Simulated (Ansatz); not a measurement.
# C3H5B: vertical ionisation energy

The task here is to estimate one member of a computed series from the others.

Program: Ansatz 0.2.0, Gaussian basis. Level of theory: unrestricted cation, the program's frozen cores in correlated methods. These are calculated values, not measurements.

Levels to be run: UKS PBE-D4/def2-TZVPP; UKS r2SCAN-D4/def2-TZVPP; UKS PBE0-D4/def2-TZVPP; UKS B3LYP-D4/def2-TZVPP; UKS wB97X-V/def2-TZVPP; UKS wB97M-V/def2-TZVPP; UKS B2PLYP/def2-TZVPP; UHF-CCSD(T)/def2-TZVPP; UHF-MP2/def2-QZVPP; extrapolation to the limit; then −ε(HOMO) from the neutral's earlier runs with LDA (SPW92), PBE-D4, revPBE-D4, BLYP-D4, r2SCAN-D4, B97M-V, PBE0-D4, B3LYP-D4, r2SCANh-D4, r2SCAN0-D4, HSE06-D4, BHLYP-D4, CAM-B3LYP-D4, LC-ωPBE, ωB97X-V, ωB97M-V.

## The geometry

An earlier PBE0-D4 in a triple-zeta def2 set relaxation fixed the geometry.

9 atoms, charge 0, spin multiplicity 1.

Atoms are counted from 1 here; the program's logs count them from 0.

Bond lengths: B1–C2 1.493 Å, B1–H5 1.195 Å, B1–H6 1.195 Å, C2–C3 1.214 Å, C3–C4 1.444 Å, C4–H7 1.094 Å, C4–H8 1.093 Å, C4–H9 1.092 Å. Angles: C2–B1–H5 120.2°, C2–B1–H6 120.2°, H5–B1–H6 119.7°, B1–C2–C3 179.9°, C2–C3–C4 179.6°, C3–C4–H7 109.6°, C3–C4–H8 111.1°, C3–C4–H9 111.7°, H7–C4–H8 107.5°, H7–C4–H9 108.0°, H8–C4–H9 108.9°.

Coordinates:

```xyz
9
C3H5B
B    -0.0866    2.0470   -1.0528
C    -0.0326    0.7185   -0.3728
C     0.0133   -0.3606    0.1807
C     0.0786   -1.6444    0.8391
H     0.2006    2.1422   -2.2092
H    -0.4158    3.0210   -0.4429
H     1.1164   -1.8685    1.1031
H    -0.2721   -2.4428    0.1803
H    -0.5131   -1.6588    1.7574
```

The first run:

The input, in.yaml:

```yaml
crystal:
  periodic: [false, false, false]
  atoms:
    - {symbol: B, position_ang: [-0.086628, 2.047041, -1.052802]}
    - {symbol: C, position_ang: [-0.032631, 0.718527, -0.372812]}
    - {symbol: C, position_ang: [0.013274, -0.360584, 0.180741]}
    - {symbol: C, position_ang: [0.078592, -1.644371, 0.839130]}
    - {symbol: H, position_ang: [0.200559, 2.142225, -2.209206]}
    - {symbol: H, position_ang: [-0.415798, 3.020964, -0.442942]}
    - {symbol: H, position_ang: [1.116365, -1.868465, 1.103087]}
    - {symbol: H, position_ang: [-0.272138, -2.442773, 0.180303]}
    - {symbol: H, position_ang: [-0.513094, -1.658765, 1.757400]}
basis:
  gaussian: {orbitals: def2-TZVPP}
total_charge: 1
magnetization: {spin_polarized: true, initial_magnetization: 1}
hamiltonian: {xc: pbe, dispersion: d4}
```

Launch:

```sh
$ ansatz run in.yaml --threads 2 --pin off --events-out ev --progress --plain --max-ram 4352MiB
```

Steps of the session up to this table: Cation, UKS PBE-D4/def2-TZVPP; Cation, UKS r2SCAN-D4/def2-TZVPP; Cation, UKS PBE0-D4/def2-TZVPP; Cation, UKS B3LYP-D4/def2-TZVPP; Cation, UKS wB97X-V/def2-TZVPP; Cation, UKS wB97M-V/def2-TZVPP; Cation, UKS B2PLYP (frozen core)/def2-TZVPP; Cation, UHF-CCSD(T)/def2-TZVPP; Cation, UHF-MP2/def2-QZVPP.

One of the session's tables, all rows but one given; the rest of the session is left out.

For comparison, −ε(HOMO) of the neutral from earlier runs:

```
  functional  −ε(HOMO) (eV)
 LDA (SPW92)           6.38
      PBE-D4           6.27
   revPBE-D4           6.22
     BLYP-D4           6.13
   r2SCAN-D4           6.46
      B97M-V           6.51
     PBE0-D4           7.45
    B3LYP-D4           7.24
  r2SCANh-D4           6.91
  r2SCAN0-D4           7.59
    HSE06-D4           7.05
    BHLYP-D4           8.52
CAM-B3LYP-D4              ?
     LC-ωPBE          10.16
     ωB97X-V           9.78
     ωB97M-V           9.66
```

**Question.** Estimate the row for CAM-B3LYP-D4.

**Answer.** −ε(HOMO) (eV): 8.79. In the column «−ε(HOMO) (eV)» it lies between BHLYP-D4 (8.52) and ωB97M-V (9.66).
